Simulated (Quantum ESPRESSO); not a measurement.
**Hg2O in Quantum ESPRESSO: the effect of functional**

Crystal: Hg2O.

```
Hg O
1.0
     0.00000    3.28140    3.28140
     3.28140    0.00000    3.28140
     3.28140    3.28140    0.00000
Hg O
2 1
Direct
  0.50000 0.50000 0.50000
  0.75000 0.75000 0.75000
  0.25000 0.25000 0.25000
```

The cell was built by a generator and needn't be a form met in nature.

Alike in all runs:

| Property | Result |
| --- | --- |
| Program | Quantum ESPRESSO 7.5 |
| Task | phonons |
| Cutoff | 612 eV |
| Density cutoff | 4898 eV |
| k mesh | 2 × 2 × 2, shifted |
| Occupations | fermi-dirac, width 0.05 eV |
| Spin | no spin polarisation |

Each run relaxes the cell or the atoms first.

**Question.** One run gave: relaxed volume 19.59 Å³/atom; dielectric constant 19.85 mean; highest phonon frequency 131 cm⁻¹. Which functional did it use?
A. BLYP
B. PBE
C. PW91
D. PBEsol
E. revPBE

**Answer.** D.

```csv
functional,potentials or basis,relaxed volume (Å³/atom),dielectric constant (mean),highest phonon frequency (cm⁻¹)
LDA,GBRV 1.5 LDA,18.84,19.43,141
PBE,GBRV 1.5 PBE,20.99,20.81,115
PBEsol,GBRV 1.5 PBEsol,19.59,19.85,131
revPBE,GBRV 1.5 PBE,21.79,21.29,105
BLYP,GBRV 1.5 PBE,22.55,21.97,100
PW91,GBRV 1.5 PBE,20.87,20.74,116
vdW-DF-cx,GBRV 1.5 PBE,19.82,20.09,130
```

Caveats: all runs use coarse meshes; some modes are imaginary; the potentials were made for another functional, which shifts forces and pressure (some runs); the volume moved by over 15 % at a fixed basis, so the end points are rough (some runs).
